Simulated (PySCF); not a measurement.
## C2NH5: atomic charges with TASK

C2NH5, in a box:

```
CELL_PARAMETERS angstrom
12.00000 0.00000 0.00000
0.00000 13.00000 0.00000
0.00000 0.00000 11.00000
ATOMIC_POSITIONS crystal
C 0.45225 0.56341 0.50514
C 0.54678 0.50473 0.55971
N 0.54967 0.41057 0.58783
H 0.47748 0.59733 0.41835
H 0.37966 0.51439 0.49021
H 0.42846 0.62733 0.56445
H 0.62251 0.54940 0.57719
H 0.47533 0.37590 0.56806
```

* Program: PySCF 2.14.0
* Task: atomic charges
* Functional: TASK
* Potentials or basis: cc-pvdz (all-electron)
* k mesh: 1 × 1 × 1
* Occupations: fixed
* Spin: no spin polarisation
* Exponents discarded below (exp_to_discard): 0 1/bohr^2
* conv_tol: 1e-07 Ha
* max_cycle: 60
* Relativity: none
* Coulomb method: Gaussian density fitting (GDF)
* Grid for exchange and correlation: Becke, atom-centred
* Three-centre integrals: read from an earlier run's file

| Quantity | Value |
| --- | --- |
| Gap between the frontier levels | 5.84 eV |
| Meta-löwdin charges | C -0.31, +0.11; N -0.39; H +0.11, +0.10, +0.08, +0.19 e |

Levels at points of the mesh, in eV from the valence-band top:
```
           k point  band 8  band 9  band 10  band 11  band 12  band 13  band 14  band 15  band 16  band 17
(0.00, 0.00, 0.00)   -5.44   -5.08    -3.51    -1.82     0.00     5.84     9.54     9.81    10.84    10.96
```

Run time: 13 s on 2 threads of Intel(R) Xeon(R) Processor @ 2.70GHz (shared host), peak memory 1.9 GiB.

Caveat: this is a molecule in a periodic box at the Γ point, so its band gap is the HOMO-LUMO gap; population charges move with the basis; the basis of atomic orbitals isn't converged, which shifts pressures, moduli and gaps.
